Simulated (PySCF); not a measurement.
# RbMg−: from the state search to spectroscopic constants

The task here is to estimate one member of a computed series from the others.

Method: Rb def2-SVPD with ECP28, Mg def2-SVPD, scalar-relativistic core potentials; program: PySCF 2.14.0.

4 further runs of the same task are left out: 4 set aside as unsound or not needed.

The first run:

The job is set up so:

```
atoms                         : Rb, Mg
charge                        : -1
basis                         : Rb def2-SVPD with ECP28, Mg def2-SVPD
Hamiltonian                   : scalar-relativistic core potentials
basis functions               : 48
electrons treated             : 22
masses in u                   : 84.9118, 23.9850
levels                        : PBE0, PBE, r²SCAN, PW91, B2PLYP, B97-3, HSE06, MP2, SCS-MP2, CCSD, CCSD(T)
grid                          : 80 radial by 434 angular points
occupations                   : held fixed by the projection of orbital angular momentum
dissociation limit            : Rb− + Mg, each in its ground configuration
starting distance in angstrom : 3.515
values of 2S to try           : 0, 2
```

Command:

```bash
$ OMP_NUM_THREADS=1 python dia.py task.json out
```

Steps of the session up to this table: The job; The PBE0 curve of the state that the search chose; PBE; r²SCAN (meta-GGA); PW91 (GGA); B2PLYP (double hybrid); B97-3 (global hybrid GGA); HSE06 (range-separated hybrid); Adding correlation.

One table of the session follows, with a row left open; its other results are not shown here.

It belongs to the step «The curves together». Energy (eV) from each level's lowest point:

| R (Å) | RHF-MP2 | RHF-SCS-MP2 | RHF-CCSD | RHF-CCSD(T) | PBE |
| --- | --- | --- | --- | --- | --- |
| 3.867 | 0.078 | 0.093 | n/a | n/a | 0.049 |
| 4.047 | 0.039 | 0.051 | 0.041 | 0.028 | 0.019 |
| 4.227 | 0.016 | 0.025 | 0.018 | 0.009 | 0.004 |
| 4.362 | ? | ? | ? | ? | ? |
| 4.497 | 0.002 | 0.006 | 0.003 | 0.000 | 0.000 |
| 4.632 | 0.000 | 0.002 | 0.000 | 0.001 | 0.004 |
| 4.812 | 0.001 | 0.000 | 0.000 | 0.004 | 0.012 |
| 5.037 | 0.006 | 0.001 | 0.003 | 0.012 | 0.026 |
| 5.306 | 0.015 | 0.006 | 0.009 | 0.023 | 0.044 |
| 5.666 | 0.028 | 0.016 | n/a | n/a | 0.069 |

Estimate the missing values for R (Å) = 4.362.

Worked estimate for «RHF-MP2». A straight line through the neighbours (4.227, 0.016) and (4.497, 0.002) gives 0.016 + (0.002 − 0.016) × (4.362 − 4.227) / (4.497 − 4.227) = 0.009; a parabola fitted to 4 rows on both sides gives 0.006.

**Answer.** RHF-MP2: 0.007; RHF-SCS-MP2: 0.013; RHF-CCSD: 0.008; RHF-CCSD(T): 0.002; PBE: 0.000. In «RHF-MP2» the line misses by +0.002 and the parabola by -0.001.

Caveats from the session: The bond is weak, and basis-set superposition, which was not computed, may be a sizeable part of it.
